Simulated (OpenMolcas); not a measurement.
# Co⁺: RASSCF and RASPT2 terms and fine-structure levels

Aim: the low terms and levels of Co⁺, with their order and spacing, then second-order correlation.

The numbers are computed with OpenMolcas 26.06 (state-averaged RASSCF and RASPT2, spin-orbit coupling by RASSI with atomic mean-field integrals), except any that are marked as measured or tabulated.

## Step 1: Starting point

```
Species                           : Co⁺ (cobalt, Z = 27, 26 electrons)
Basis                             : ANO-RCC-VDZP [5s4p2d1f], 34 functions
Scalar Hamiltonian                : DKH2, point nucleus
Inactive shells                   : 1s 2s 2p 3s 3p
Active space                      : 8 electrons in 9 orbitals (RAS2 3d 4s; RAS3 4p, at most 2 electrons)
Some configurations of this space : 3d⁵ 4s² 4p, 3d⁶ 4s 4p, 3d⁶ 4s²
Orbitals                          : optimised for the ground-state spin in each parity, averaged over the low roots
```

The outer shells:

3d5 4s2 4p
```
3d [↑ ][↑ ][↑ ][↑ ][↑ ]
4s [↑↓]
4p [↑ ][  ][  ]
```

3d6 4s 4p
```
3d [↑↓][↑ ][↑ ][↑ ][↑ ]
4s [↑ ]
4p [↑ ][  ][  ]
```

3d6 4s2
```
3d [↑↓][↑ ][↑ ][↑ ][↑ ]
4s [↑↓]
```

Each step is its own input file, run in one work folder so that later steps find the files of earlier ones. Labels, J, g values, rates, χT and fits are worked out afterwards by a script from the matrices that RASSI stores.

## Step 2: Basis and integrals

The input, a.inp:

```
&GATEWAY
Coord
1

Co 0.0 0.0 0.0
Basis=ANO-RCC-VDZP
Group=XYZ
NoMove
AngMom=0.0 0.0 0.0
AMFI
&SEWARD
```

Started as:

```
OMP_NUM_THREADS=1 MOLCAS_MEM=1689 MOLCAS_PROJECT=a pymolcas a.inp > a.log
```

## Step 3: Start orbitals from a smaller active space

The input, a.inp:

```
&RASSCF
FileOrb=start.orb
Symmetry=1
Spin=5
nActEl=8 0 0
Inactive=3 6
Ras2=6 0
CIRoot=15 15 1
SDav=15
CIMx=300
Iter=120 100
PrWF=0.3
OrbListing=Nothing
MaxOrb=0
Atom
>>> COPY $Project.JobIph JOBPRE
```

## Step 4: Reference wave functions, triplets of even parity, 55 roots

The input, a.inp:

```
&RASSCF
FileOrb=start.orb
Symmetry=1
Spin=3
nActEl=8 0 2
Inactive=3 6
Ras2=6 0
Ras3=0 3
CIRoot=55 55 1
SDav=2436
CIMx=300
Iter=120 100
PrWF=0.3
OrbListing=Nothing
MaxOrb=0
Thrs=2.0e-7 1.0e-1 5.0e-4
Atom
>>> COPY $Project.JobIph JOB001
```

## Step 5: Reference wave functions, quintets of even parity, 27 roots

The input, a.inp:

```
&RASSCF
FileOrb=start.orb
Symmetry=1
Spin=5
nActEl=8 0 2
Inactive=3 6
Ras2=6 0
Ras3=0 3
CIRoot=27 27 1
SDav=900
CIMx=300
Iter=120 100
PrWF=0.3
OrbListing=Nothing
MaxOrb=0
Thrs=2.0e-7 1.0e-1 5.0e-4
Atom
CIOnly
>>> COPY $Project.JobIph JOB002
```

## Step 6: Reference wave functions, singlets of even parity, 102 roots

The input, a.inp:

```
&RASSCF
FileOrb=start.orb
Symmetry=1
Spin=1
nActEl=8 0 2
Inactive=3 6
Ras2=6 0
Ras3=0 3
CIRoot=102 102 1
SDav=1722
CIMx=300
Iter=120 100
PrWF=0.3
OrbListing=Nothing
MaxOrb=0
Thrs=2.0e-7 1.0e-1 5.0e-4
Atom
CIOnly
>>> COPY $Project.JobIph JOB003
```

## Step 7: Reference wave functions, triplets of odd parity, 21 roots

The input, a.inp:

```
&RASSCF
FileOrb=start.orb
Symmetry=2
Spin=3
nActEl=8 0 2
Inactive=3 6
Ras2=6 0
Ras3=0 3
CIRoot=21 21 1
SDav=882
CIMx=300
Iter=120 100
PrWF=0.3
OrbListing=Nothing
MaxOrb=0
Thrs=2.0e-7 1.0e-1 5.0e-4
Atom
>>> COPY $Project.JobIph JOB004
```

## Step 8: Reference wave functions, quintets of odd parity, 102 roots

The input, a.inp:

```
&RASSCF
FileOrb=start.orb
Symmetry=2
Spin=5
nActEl=8 0 2
Inactive=3 6
Ras2=6 0
Ras3=0 3
CIRoot=102 102 1
SDav=270
CIMx=300
Iter=120 100
PrWF=0.3
OrbListing=Nothing
MaxOrb=0
Thrs=2.0e-7 1.0e-1 5.0e-4
Atom
CIOnly
>>> COPY $Project.JobIph JOB005
```

## Step 9: RASSCF: singlets of odd parity, 102 roots

The input, a.inp:

```
&RASSCF
FileOrb=start.orb
Symmetry=2
Spin=1
nActEl=8 0 2
Inactive=3 6
Ras2=6 0
Ras3=0 3
CIRoot=102 102 1
SDav=630
CIMx=300
Iter=120 100
PrWF=0.3
OrbListing=Nothing
MaxOrb=0
Thrs=2.0e-7 1.0e-1 5.0e-4
Atom
CIOnly
>>> COPY $Project.JobIph JOB006
```

## Step 10: RASSI: spin-orbit coupling between the states

The input, a.inp:

```
&RASSI
NrOfJobIphs=5 55 10 49 21 22
1 2 3 4 5 6 7 8 9 10 11 12 13 14 15 16 17 18 19 20 21 22 23 24 25 26 27
28 29 30 31 32 33 34 35 36 37 38 39 40 41 42 43 44 45 46 47 48 49 50 51
52 53 54 55
1 2 3 4 5 6 7 8 9 10
1 2 3 4 5 6 7 8 9 10 11 12 13 14 15 16 17 18 19 20 21 22 23 24 25 26 27
28 29 30 31 32 33 34 35 36 37 38 39 40 41 42 43 44 45 46 47 48 49
1 2 3 4 5 6 7 8 9 10 11 12 13 14 15 16 17 18 19 20 21
1 2 3 4 5 6 7 8 9 10 11 12 13 14 15 16 17 18 19 20 21 22
IphNames
JOB001
JOB002
JOB003
JOB004
JOB005
EJob
SpinOrbit
DIPRint=1.0
SOCoupling=1000.0
Subsets=2
MEES
Property=10
'ANGMOM' 1 'ANGMOM' 2 'ANGMOM' 3 'MLTPL  1' 1 'MLTPL  1' 2 'MLTPL  1' 3
'AMFI' 1 'AMFI' 2 'AMFI' 3 'MLTPL  2' 6
SOProperty=3
'ANGMOM' 1 'ANGMOM' 2 'ANGMOM' 3
```

## Step 11: CASPT2: IPEA 0.25, imaginary shift 0.1 (closed shells correlated: 3s 3p)

The input, a.inp:

```
>>> COPY JOB001 $Project.JobIph
&CASPT2
Multistate=55 1 2 3 4 5 6 7 8 9 10 11 12 13 14 15 16 17 18 19 20 21 22
23 24 25 26 27 28 29 30 31 32 33 34 35 36 37 38 39 40 41 42 43 44 45 46
47 48 49 50 51 52 53 54 55
Frozen=2 3
IPEA=0.25
Imaginary=0.1
MaxIter=60
WThr=0.0 0.3 0.05
PrWF=0.5
NoMix
>>> COPY JOB002 $Project.JobIph
&CASPT2
Multistate=10 1 2 3 4 5 6 7 8 9 10
Frozen=2 3
IPEA=0.25
Imaginary=0.1
MaxIter=60
WThr=0.0 0.3 0.05
PrWF=0.5
NoMix
>>> COPY JOB003 $Project.JobIph
&CASPT2
Multistate=49 1 2 3 4 5 6 7 8 9 10 11 12 13 14 15 16 17 18 19 20 21 22
23 24 25 26 27 28 29 30 31 32 33 34 35 36 37 38 39 40 41 42 43 44 45 46
47 48 49
Frozen=2 3
IPEA=0.25
Imaginary=0.1
MaxIter=60
WThr=0.0 0.3 0.05
PrWF=0.5
NoMix
>>> COPY JOB004 $Project.JobIph
&CASPT2
Multistate=21 1 2 3 4 5 6 7 8 9 10 11 12 13 14 15 16 17 18 19 20 21
Frozen=2 3
IPEA=0.25
Imaginary=0.1
MaxIter=60
WThr=0.0 0.3 0.05
PrWF=0.5
NoMix
>>> COPY JOB005 $Project.JobIph
&CASPT2
Multistate=22 1 2 3 4 5 6 7 8 9 10 11 12 13 14 15 16 17 18 19 20 21 22
Frozen=2 3
IPEA=0.25
Imaginary=0.1
MaxIter=60
WThr=0.0 0.3 0.05
PrWF=0.5
NoMix
```

(Steps that only read results are left out.)

Before running it: what results should come out? Wanted: lowest level; first excited level; lowest level of another term; spin-orbit lowering of the lowest level; strongest of the lines computed, by gA, at RASSCF energies.

The runs gave:

| quantity | value |
| --- | --- |
| method | SS-RASPT2, IPEA 0.25, imaginary shift 0.1 (closed shells correlated: 3s 3p) |
| lowest level | 3d⁸ ³F₄, 100 % of that term, g = 1.250 |
| ground level listed by NIST | 3F4 |
| first excited level | 3d⁸ ³F₃ at 1070 cm⁻¹ |
| lowest level of another term | 3d⁷ 4s ⁵F₅ at 1541 cm⁻¹ |
| spin-orbit lowering of the lowest level | 806 cm⁻¹ |
| strongest of the lines computed, by gA, at RASSCF energies | 3d⁷ 4p ⁵G°₆ → 3d⁷ 4s ⁵F₅, 243.6 nm, A = 3.87e+08 s⁻¹ |

What each method costs and misses:

```
                                              method  time of its own steps  time with the reference  mean absolute difference from the measured levels (cm-1)
                                           A. RASSCF                9.1 min                  9.1 min                                                     24000
B. SS-RASPT2, IPEA 0.25, imaginary shift 0.1, +3s 3p                  7 min                   16 min                                                      1700
```

Times are of one thread on a shared host.

**Reading.** The multiplet ³F is inverted; its intervals divided by the larger J differ by 10 % of their mean, where Landé's rule for pure LS coupling makes them equal. Method B lies closest to the measured levels (1700 cm⁻¹ on average) and A farthest (24000). Only the configurations of the active space and the roots asked for are present. The quintets, singlets rest on orbitals optimised for another spin in at least one step, which raises them against the optimised states. Not all states of the active space went into the spin-orbit step. CASPT2 does not keep the components of a term degenerate, and the means are used. Configurations with different d counts are hard to place against each other, and can be off by thousands to tens of thousands of cm-1. Only valence configurations of the active space appear, up to the ionisation limit; * or ° marks odd parity.
